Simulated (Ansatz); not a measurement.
NbTe:

```
CELL_PARAMETERS angstrom
3.70297 0.00000 0.00000
-1.85149 3.20687 0.00000
0.00000 0.00000 3.69421
ATOMIC_POSITIONS crystal
Te 0.66667 0.33333 0.00000
Nb 0.00000 0.00000 0.50000
```

The cell comes from a database or a generator and needn't be the stable form of this composition.

* Program: Ansatz 0.2.0
* Task: relaxation of cell and atoms
* Functional: PBEsol
* Dispersion: D3(BJ)
* Potentials or basis: Ansatz PAW
* Cutoff: 420 eV (not typed: the program's choice for these potentials)
* k mesh: 8 × 8 × 7
* Occupations: fermi-dirac, width 0.05 eV
* Spin: no spin polarisation

At the start: volume 21.93 Å³/atom.

Task: How do energy, volume and symmetry change on relaxing?

Result: It ends after 6 steps and the volume is 20.15 Å³/atom (-8.1 %); space group P-6m2 (No. 187, to 0.05 Å).

The path:
```csv
step,energy change (eV),largest force (eV/Å),volume (Å³)
1,0.0000,0.0000,43.87
2,-0.0461,0.0000,38.10
3,-0.1165,0.0000,40.54
4,-0.1193,0.0000,40.40
5,-0.1196,0.0000,40.31
6,-0.1189,0.0000,40.31
```

Final structure:
```
Te Nb
1.0
     3.56844    0.00000    0.00000
    -1.78422    3.09036    0.00000
     0.00000    0.00000    3.65527
Te Nb
1 1
Direct
  0.66667 0.33333 0.00000
  0.00000 0.00000 0.50000
```

Caveat: the plane-wave basis is chosen anew once the cell has moved, so the energies of steps on either side of that aren't comparable; pairwise dispersion overbinds metals, which lowers pressure and volume; the PAW data sets come from PBE, with cores solved anew for the run's functional, which leaves a small shift of forces and pressure.
